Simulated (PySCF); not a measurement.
# C7H3F: circular dichroism and optical rotation, excited states, first hyperpolarisability

What do calculations give for the circular dichroism and optical rotation, excited states, first hyperpolarisability of C7H3F (`C#CC=C=C(F)C#C`)?

Computed with PySCF 2.14.0 and routines of our own; the level stands in each step. Atoms count from 0.

## 1. The system as given

11 atoms, charge 0, multiplicity 1; geometry from: GFN2-xTB.

## 2. Geometry optimisation at PBE0-D3(BJ)/def2-SVP

The job: settings as JSON, then the geometry in Å.

```
{"job": {"xc": "PBE0", "basis": "def2-SVP", "d3": "d3bj", "grid": 2, "kind": "geom"}, "charge": 0, "multiplicity": 1}
C      2.815741     1.307491    -0.995952
C      2.154660     0.560114    -0.328700
C      1.396564    -0.326472     0.468221
C      0.165181    -0.657476     0.194739
C     -1.073529    -0.973192    -0.072943
F     -1.370070    -2.053770    -0.848686
C     -2.191973    -0.255054     0.411588
C     -3.169433     0.322449     0.801295
H      3.390321     1.961752    -1.581120
H      1.898620    -0.725638     1.343904
H     -4.010658     0.842466     1.151552
```

Run with:

```bash
$ OMP_NUM_THREADS=1 python excited_run.py task.json out
```

The driver reads the jobs from task.json and runs them one after another.

Standard output:

```text
step   0  E = -367.47667361  max force = 0.017367
step   1  E = -367.47883330  max force = 0.006713
step   2  E = -367.47924251  max force = 0.005046
step   3  E = -367.47942797  max force = 0.001290
step   4  E = -367.47944991  max force = 0.000940
step   5  E = -367.47946864  max force = 0.000556
step   6  E = -367.47947426  max force = 0.000202
optimisation converged
```

It took 38 s on 1 thread of Arm Neoverse V2, shared host; peak memory 0.61 GiB.

Along the way:

| step | energy from step 0 (eV) | largest force component (eV/Å) |
| --- | --- | --- |
| 0 | 0.0000 | 0.8930 |
| 1 | -0.0588 | 0.3452 |
| 2 | -0.0699 | 0.2595 |
| 3 | -0.0749 | 0.0663 |
| 4 | -0.0755 | 0.0483 |
| 5 | -0.0761 | 0.0286 |
| 6 | -0.0762 | 0.0104 |

Distances of close pairs at the start and the end, largest changes first:

```csv
bond,before (Å),after (Å),change (Å)
C7–H10,1.049,1.075,+0.026
C0–H8,1.049,1.075,+0.026
C4–F5,1.363,1.340,-0.023
C2–H9,1.085,1.101,+0.015
C0–C1,1.200,1.213,+0.012
C2–C3,1.304,1.317,+0.012
C6–C7,1.200,1.212,+0.012
C1–C2,1.413,1.424,+0.011
```

The final coordinates are the input of the step that follows.

```
                         at the end point                value
  point group (found at 0.08 Å tolerance)                   C1
rotational constants (GHz, main isotopes)  4.156, 1.004, 0.877
                        dipole moment (D)                 1.76
```

## 3. Circular dichroism and optical rotation: TDDFT CAM-B3LYP/def2-TZVPD

The job: settings as JSON, then the geometry in Å.

```
{"job": {"kind": "ecd", "xc": "CAM-B3LYP", "basis": "def2-TZVPD", "nstates": 12}, "charge": 0, "multiplicity": 1}
C      2.816265     1.318973    -1.133327
C      2.148303     0.606478    -0.414225
C      1.395675    -0.232266     0.456290
C      0.171407    -0.653100     0.216889
C     -1.065818    -1.051068     0.011983
F     -1.327861    -2.197622    -0.629625
C     -2.208196    -0.319266     0.443842
C     -3.178579     0.306195     0.814268
H      3.400851     1.947159    -1.780250
H      1.888390    -0.542550     1.390440
H     -4.037410     0.864423     1.139958
```

Method: TDDFT CAM-B3LYP/def2-TZVPD circular dichroism and optical rotation, one conformer, gas phase.

Standard output:

```text
coarse grid: 10552 points
cycle   1  E = -368.0689233414  dE =  1.435e+00  |g| = 5.974e-01  |ddm| = 5.728e+00
cycle   2  E = -368.0654834227  dE =  3.440e-03  |g| = 6.825e-01  |ddm| = 1.683e+00
cycle   3  E = -368.1390466299  dE = -7.356e-02  |g| = 1.110e-01  |ddm| = 7.489e-01
cycle   4  E = -368.1408654957  dE = -1.819e-03  |g| = 6.057e-02  |ddm| = 1.831e-01
cycle   5  E = -368.1416864242  dE = -8.209e-04  |g| = 1.714e-02  |ddm| = 7.643e-02
cycle   6  E = -368.1417486821  dE = -6.226e-05  |g| = 4.745e-03  |ddm| = 2.472e-02
cycle   7  E = -368.1417541851  dE = -5.503e-06  |g| = 1.038e-03  |ddm| = 7.503e-03
final grid: 106176 points
cycle   8  E = -368.1396940429  dE = -3.218e-05  |g| = 3.870e-03  |ddm| = 1.916e-01
cycle   9  E = -368.1396931018  dE =  9.411e-07  |g| = 4.590e-03  |ddm| = 1.621e-02
cycle  10  E = -368.1396965232  dE = -3.421e-06  |g| = 5.370e-04  |ddm| = 6.186e-03
cycle  11  E = -368.1396965691  dE = -4.584e-08  |g| = 2.036e-04  |ddm| = 1.264e-03
cycle  12  E = -368.1396965767  dE = -7.641e-09  |g| = 1.075e-04  |ddm| = 3.484e-04
cycle  13  E = -368.1396965792  dE = -2.505e-09  |g| = 1.749e-05  |ddm| = 1.361e-04
cycle  14  E = -368.1396965793  dE = -7.685e-11  |g| = 7.328e-06  |ddm| = 5.380e-05
converged SCF energy = -368.1396965793

Singlet excitations and rotatory strengths (1e-40 esu^2 cm^2)
state   eV       nm     f(len)   f(vel)    R(len)    R(vel)   main configurations
  1   4.1559   298.3  0.00014  0.00012     0.542     0.460   H->L 0.94
  2   5.2210   237.5  0.00150  0.00150   -12.675   -12.664   H-2->L 0.77, H-1->L+1 0.11
  3   5.2922   234.3  0.00027  0.00027    -2.510    -2.455   H-1->L+1 0.74, H-2->L 0.12
  4   5.3438   232.0  0.19279  0.19185     2.525     2.507   H-1->L 0.77, H->L+1 0.09
  5   5.5843   222.0  0.52256  0.51948   -60.922   -60.780   H->L+1 0.59, H-3->L 0.16, H-1->L 0.08
  6   6.0192   206.0  0.00000  0.00000     0.200     0.205   H-3->L+1 0.55
  7   6.1833   200.5  0.00026  0.00026    -0.852    -0.851   H->L+5 0.32, H-4->L 0.22, H-3->L+1 0.17
  8   6.4477   192.3  0.00038  0.00040    -1.476    -1.488   H-1->L+4 0.18, H-1->L+6 0.16, H-1->L+2 0.13
  9   6.6753   185.7  0.11529  0.11491    44.163    44.504   H->L+2 0.66, H-3->L 0.08
 10   6.8199   181.8  0.62211  0.62039  -126.222  -126.603   H-3->L 0.37, H->L+2 0.15, H->L+1 0.13
 11   6.9687   177.9  0.02084  0.02071    36.921    36.952   H-1->L+2 0.65
 12   7.1147   174.3  0.06201  0.06223    27.312    27.847   H-2->L+1 0.56

Specific rotation (deg / (dm g/mL))
    nm     length   length(OI)   velocity    alpha(len)  alpha(vel)
  633.0    -657.60    -657.07    -656.20       99.634     99.665
  589.3    -781.93    -781.31    -780.31      100.544    100.574
  546.0    -946.08    -945.34    -944.21      101.710    101.740
  436.0   -1742.62   -1741.31   -1739.98      106.936    106.960
  405.0   -2177.59   -2176.00   -2174.94      109.557    109.578
  365.0   -3065.57   -3063.41   -3064.25      114.565    114.578
  355.0   -3381.27   -3378.91   -3381.04      116.265    116.274
```

Wall time 2.3 min (1 thread of Arm Neoverse V2, shared host); peak memory 1.3 GiB.

## 4. Excited states: TDA wB97X-D/def2-TZVPD

The job, as its differences from that of step 3:

```diff
@@ -1,2 +1,2 @@
-{"job": {"kind": "ecd", "xc": "CAM-B3LYP", "basis": "def2-TZVPD", "nstates": 12}, "charge": 0, "multiplicity": 1}
+{"job": {"kind": "states", "xc": "wB97X-D", "basis": "def2-TZVPD", "tda": true, "soc": true, "nstates": 6, "ntriplets": 5, "nquad": 4}, "charge": 0, "multiplicity": 1}
 C      2.816265     1.318973    -1.133327
```

Method: TDA wB97X-D/def2-TZVPD excited states, vertical, gas phase, spin-orbit mean-field couplings.

Standard output:

```text
coarse grid: 10552 points
cycle   1  E = -368.1050079413  dE =  1.481e+00  |g| = 5.972e-01  |ddm| = 6.252e+00
cycle   2  E = -368.1174896994  dE = -1.248e-02  |g| = 6.242e-01  |ddm| = 2.280e+00
cycle   3  E = -368.1779630815  dE = -6.047e-02  |g| = 9.745e-02  |ddm| = 9.507e-01
cycle   4  E = -368.1794851716  dE = -1.522e-03  |g| = 4.884e-02  |ddm| = 2.686e-01
cycle   5  E = -368.1800298999  dE = -5.447e-04  |g| = 1.474e-02  |ddm| = 9.263e-02
cycle   6  E = -368.1800800923  dE = -5.019e-05  |g| = 4.315e-03  |ddm| = 2.925e-02
cycle   7  E = -368.1800853378  dE = -5.246e-06  |g| = 9.782e-04  |ddm| = 1.638e-02
final grid: 106176 points
cycle   8  E = -368.1749878702  dE = -2.680e-04  |g| = 8.553e-03  |ddm| = 6.210e-01
cycle   9  E = -368.1749869443  dE =  9.259e-07  |g| = 9.204e-03  |ddm| = 5.249e-02
cycle  10  E = -368.1749985829  dE = -1.164e-05  |g| = 8.165e-04  |ddm| = 2.233e-02
cycle  11  E = -368.1749986730  dE = -9.006e-08  |g| = 5.079e-04  |ddm| = 4.567e-03
cycle  12  E = -368.1749987336  dE = -6.060e-08  |g| = 1.102e-04  |ddm| = 1.204e-03
cycle  13  E = -368.1749987367  dE = -3.163e-09  |g| = 4.661e-05  |ddm| = 4.526e-04
cycle  14  E = -368.1749987375  dE = -7.208e-10  |g| = 1.551e-05  |ddm| = 2.191e-04
converged SCF energy = -368.1749987375

Singlet excitations
state   eV       nm        f     d(h-e)  d(exc)  Lambda  PR(NTO)  |dmu|/D   mu/D   main configurations
  1   4.2067   294.7   0.00019   1.188   3.129   0.494   1.033    3.604    3.414   H->L 0.94
  2   5.2572   235.8   0.00015   1.349   2.918   0.377   1.128    4.577    5.612   H-2->L 0.86
  3   5.3540   231.6   0.00005   1.141   3.245   0.421   1.218    3.464    4.448   H-1->L+1 0.81
  4   5.5652   222.8   0.18137   0.518   3.136   0.740   1.803    1.283    2.798   H-1->L 0.68, H->L+1 0.11
  5   5.7406   216.0   0.55813   0.215   2.813   0.702   2.431                     H->L+1 0.47, H-3->L 0.21, H-1->L 0.10
  6   6.0828   203.8   0.00004   0.420   2.680   0.416   1.875                     H-3->L+1 0.62

Triplet excitations (Tamm-Dancoff)
state   eV     d(h-e)  d(exc)  Lambda  PR(NTO)   main configurations
  1   3.4153   0.297   2.680   0.772   1.293   H-1->L 0.79, H->L+1 0.09
  2   3.6949   0.063   2.602   0.799   1.307   H->L+1 0.83, H-1->L 0.09
  3   3.8924   1.162   3.070   0.492   1.038   H->L 0.93
  4   4.9583   1.114   2.825   0.379   1.447   H-2->L 0.72, H-1->L+1 0.12
  5   5.0834   1.039   3.101   0.415   1.555   H-1->L+1 0.67, H-2->L 0.13, H-3->L+1 0.08
S1 - T1 = 0.7914 eV

Spin-orbit couplings |<S|Hso|T>| (cm-1)
             T1       T2       T3       T4       T5
S0        1.065    0.572    7.652    4.439    7.447
S1        3.319    5.833    0.047    0.572    0.379
S2        7.507    3.485    0.738    0.491    0.208
S3        3.071    5.807    0.202    0.399    0.240
S4        0.350    0.261    4.040   12.978    3.833
S5        0.209    0.083    3.592    7.375    9.963
S6        2.229    5.281    0.466    0.426    1.197
T1 sublevels (cm-1): 0.000 0.001 0.007   radiative rates (1/s): 0.0122 0.00513 0.00519
```

Wall time 63 s (1 thread of Arm Neoverse V2, shared host); peak memory 1.1 GiB.

Key values:

| quantity | value |
| --- | --- |
| S1 less T1 | 0.79 eV |

## 5. Excited states: TDDFT CAM-B3LYP/def2-TZVPD

The job, as its differences from that of step 4:

```diff
@@ -1,2 +1,2 @@
-{"job": {"kind": "states", "xc": "wB97X-D", "basis": "def2-TZVPD", "tda": true, "soc": true, "nstates": 6, "ntriplets": 5, "nquad": 4}, "charge": 0, "multiplicity": 1}
+{"job": {"kind": "states", "xc": "CAM-B3LYP", "basis": "def2-TZVPD", "tpa": true, "nstates": 8, "nquad": 6, "ntriplets": 0}, "charge": 0, "multiplicity": 1}
 C      2.816265     1.318973    -1.133327
```

With the program's defaults for keys left out, this is: TDDFT CAM-B3LYP/def2-TZVPD excited states, vertical, gas phase, two-photon moments by quadratic response.

Standard output:

```text
coarse grid: 10552 points
cycle   1  E = -368.0689233414  dE =  1.435e+00  |g| = 5.974e-01  |ddm| = 5.728e+00
cycle   2  E = -368.0654834227  dE =  3.440e-03  |g| = 6.825e-01  |ddm| = 1.683e+00
cycle   3  E = -368.1390466299  dE = -7.356e-02  |g| = 1.110e-01  |ddm| = 7.489e-01
cycle   4  E = -368.1408654957  dE = -1.819e-03  |g| = 6.057e-02  |ddm| = 1.831e-01
cycle   5  E = -368.1416864242  dE = -8.209e-04  |g| = 1.714e-02  |ddm| = 7.643e-02
cycle   6  E = -368.1417486821  dE = -6.226e-05  |g| = 4.745e-03  |ddm| = 2.472e-02
cycle   7  E = -368.1417541851  dE = -5.503e-06  |g| = 1.038e-03  |ddm| = 7.503e-03
final grid: 106176 points
cycle   8  E = -368.1396940429  dE = -3.218e-05  |g| = 3.870e-03  |ddm| = 1.916e-01
cycle   9  E = -368.1396931018  dE =  9.411e-07  |g| = 4.590e-03  |ddm| = 1.621e-02
cycle  10  E = -368.1396965232  dE = -3.421e-06  |g| = 5.370e-04  |ddm| = 6.186e-03
cycle  11  E = -368.1396965691  dE = -4.584e-08  |g| = 2.036e-04  |ddm| = 1.264e-03
cycle  12  E = -368.1396965767  dE = -7.641e-09  |g| = 1.075e-04  |ddm| = 3.484e-04
cycle  13  E = -368.1396965792  dE = -2.505e-09  |g| = 1.749e-05  |ddm| = 1.361e-04
cycle  14  E = -368.1396965793  dE = -7.685e-11  |g| = 7.328e-06  |ddm| = 5.380e-05
converged SCF energy = -368.1396965793

Singlet excitations
state   eV       nm        f     d(h-e)  d(exc)  Lambda  PR(NTO)  |dmu|/D   mu/D   delta(TPA)   sigma/GM   main configurations
  1   4.1559   298.3   0.00014   1.202   3.157   0.492   1.039    3.624    3.449        0.17      0.001   H->L 0.94
  2   5.2210   237.5   0.00150   1.326   2.982   0.383   1.294    4.409    5.508        0.52      0.005   H-2->L 0.77, H-1->L+1 0.11
  3   5.2923   234.3   0.00027   1.204   3.256   0.415   1.417    3.682    4.711        0.34      0.004   H-1->L+1 0.74, H-2->L 0.12
  4   5.3440   232.0   0.19281   0.589   3.135   0.727   1.712    1.599    3.087       77.13      0.807   H-1->L 0.77, H->L+1 0.09
  5   5.5845   222.0   0.52269   0.210   2.816   0.703   2.210    0.451    1.814       38.74      0.443   H->L+1 0.59, H-3->L 0.16, H-1->L 0.08
  6   6.0192   206.0   0.00000   0.395   2.702   0.410   2.201    1.477    1.998        0.45      0.006   H-3->L+1 0.55
  7   6.1833   200.5   0.00026   0.321   2.582   0.404   2.415                                            H->L+5 0.32, H-4->L 0.22, H-3->L+1 0.17
  8   6.4477   192.3   0.00038   0.077   2.840   0.376   1.365                                            H-1->L+4 0.18, H-1->L+6 0.16, H-1->L+2 0.13
```

Run time: 86 s. Hardware: 1 thread of Arm Neoverse V2, shared host; peak memory 1.2 GiB.

## 6. First hyperpolarisability: quadratic response CAM-B3LYP/def2-TZVPD

The job, as its differences from that of step 5:

```diff
@@ -1,2 +1,2 @@
-{"job": {"kind": "states", "xc": "CAM-B3LYP", "basis": "def2-TZVPD", "tpa": true, "nstates": 8, "nquad": 6, "ntriplets": 0}, "charge": 0, "multiplicity": 1}
+{"job": {"kind": "beta", "xc": "CAM-B3LYP", "basis": "def2-TZVPD"}, "charge": 0, "multiplicity": 1}
 C      2.816265     1.318973    -1.133327
```

Level: quadratic response CAM-B3LYP/def2-TZVPD first hyperpolarisability, Taylor convention, gas phase.

Standard output:

```text
coarse grid: 10552 points
cycle   1  E = -368.0689233414  dE =  1.435e+00  |g| = 5.974e-01  |ddm| = 5.728e+00
cycle   2  E = -368.0654834227  dE =  3.440e-03  |g| = 6.825e-01  |ddm| = 1.683e+00
cycle   3  E = -368.1390466299  dE = -7.356e-02  |g| = 1.110e-01  |ddm| = 7.489e-01
cycle   4  E = -368.1408654957  dE = -1.819e-03  |g| = 6.057e-02  |ddm| = 1.831e-01
cycle   5  E = -368.1416864242  dE = -8.209e-04  |g| = 1.714e-02  |ddm| = 7.643e-02
cycle   6  E = -368.1417486821  dE = -6.226e-05  |g| = 4.745e-03  |ddm| = 2.472e-02
cycle   7  E = -368.1417541851  dE = -5.503e-06  |g| = 1.038e-03  |ddm| = 7.503e-03
final grid: 106176 points
cycle   8  E = -368.1396940429  dE = -3.218e-05  |g| = 3.870e-03  |ddm| = 1.916e-01
cycle   9  E = -368.1396931018  dE =  9.411e-07  |g| = 4.590e-03  |ddm| = 1.621e-02
cycle  10  E = -368.1396965232  dE = -3.421e-06  |g| = 5.370e-04  |ddm| = 6.186e-03
cycle  11  E = -368.1396965691  dE = -4.584e-08  |g| = 2.036e-04  |ddm| = 1.264e-03
cycle  12  E = -368.1396965767  dE = -7.641e-09  |g| = 1.075e-04  |ddm| = 3.484e-04
cycle  13  E = -368.1396965792  dE = -2.505e-09  |g| = 1.749e-05  |ddm| = 1.361e-04
cycle  14  E = -368.1396965793  dE = -7.685e-11  |g| = 7.328e-06  |ddm| = 5.380e-05
converged SCF energy = -368.1396965793

Lowest singlets (eV, f): 4.1559 0.0001  5.2210 0.0015  5.2923 0.0003

First hyperpolarisability (au)
process     nm      |vector|   parallel      HRS      DR
static         -      105.03     -31.56      53.37    3.08
shg       1907.0      114.96     -29.01      58.41   3.116
eope      1907.0      108.07     -30.78          -       -
shg       1064.0      147.74     -20.86      73.96   3.248
eope      1064.0      115.76     -28.81          -       -
```

Wall time 63 s (1 thread of Arm Neoverse V2, shared host); peak memory 1.2 GiB.

## 7. Results

| quantity | value |
| --- | --- |
| point group | C1 |
| rotational constants (main isotopes) | 4.16, 1.00, 0.88 GHz |
| state of largest rotatory strength (velocity form) among 12 (step 3, TDDFT CAM-B3LYP/def2-TZVPD) | 6.82 eV, R = -126.6 (velocity), -126.2 (length) ·10⁻⁴⁰ esu² cm² |
| specific rotation at 633.0 nm (step 3, TDDFT CAM-B3LYP/def2-TZVPD) | -656.2 (velocity), -657.6 (length) |
| S1 less T1 (step 4, TDA wB97X-D/def2-TZVPD) | 0.79 eV |
| β vector (step 6, quadratic response CAM-B3LYP/def2-TZVPD) | static 105, SHG 1907.0 nm 115, SHG 1064.0 nm 148 au |

Over 6 steps the energy fell by 0.076 eV; of the close pairs, C7–H10 changed most, 1.049 to 1.075 Å. Rotations belong to one conformer and to the handedness of the start. In step 4, the number of triplets below S1 is 3, and the largest singlet-triplet spin-orbit coupling is S4–T4, 12.98 cm⁻¹. β grows from 105 au (static) to 148 au for doubling at 1064.0 nm: normal dispersion, which grows as twice the photon energy moves toward the bright states.
